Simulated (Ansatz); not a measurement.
# MoSe (zincblende): a single-point run

Wanted: a converged single-point run for MoSe (zincblende), and a check of what comes out. The structure is shown as the input types it.

Computed with Ansatz 0.2.0 (Kohn-Sham DFT, with the functional, basis and potentials that each input names (as first typed), unless a step's input says otherwise).

1 further run of the same task is left out (set aside as unsound or not needed). Runs told in other sessions of the task aren't counted.

### 1 The starting structure

It takes space group F-43m (No. 216, cubic). Conventional cell: a = 5.681 Å, b = 5.681 Å, c = 5.681 Å, α = 90.00°, β = 90.00°, γ = 90.00°. Mo (site symmetry -43m) has 4 Se at 2.46 Å in its first shell of neighbours. Se (site symmetry -43m) has 4 Mo at 2.46 Å in its first shell of neighbours.

Coordinates:

```
Mo Se
1.0
     0.00000    2.84052    2.84052
     2.84052    0.00000    2.84052
     2.84052    2.84052    0.00000
Mo Se
1 1
Direct
  0.00000 0.00000 0.00000
  0.25000 0.25000 0.25000
```

### 2 The run

input.yaml reads:

```yaml
crystal:
  lattice:
    - [0.0, 2.840519146, 2.840519146]
    - [2.840519146, 0.0, 2.840519146]
    - [2.840519146, 2.840519146, 0.0]
  atoms:
    - { symbol: Mo, position: [0.0, 0.0, 0.0], spin: 3.0 }
    - { symbol: Se, position: [0.25, 0.25, 0.25] }
basis:
  ecutwfc: 420
  ecutrho_ratio: 4
kpoints:
  mp_grid: { grid: [10, 10, 10] }
hamiltonian:
  xc: pbe
  hubbard: { sites: [{ species: Mo, l: d, u_eff: 40.0 }] }
scf:
  occupations: { method: gaussian, width: 0.05 }
  max_iter: 100
output:
  forces: true
  stress: true
magnetization:
  spin_polarized: true
```

Started as:

```sh
$ ansatz run input.yaml --threads 2 --pin off --max-ram 2662MiB --backend cpu --events-out ev --progress --plain --runs-dir out
```

**Question.** How will this run end, and is anything wrong with its input?

The run converged and reported no error, with warnings (filled band counts differ across k points). It gives a pressure of 59 GPa, which is large; a structure far from rest gives such values too, whatever the setting.

The suspect setting: hamiltonian.hubbard.sites is [{species: Mo, l: d, u_eff: 40.0}]. A U of this value distorts the shell's occupations and the levels near the Fermi energy.

Run again and compare: delete hamiltonian.hubbard.sites.
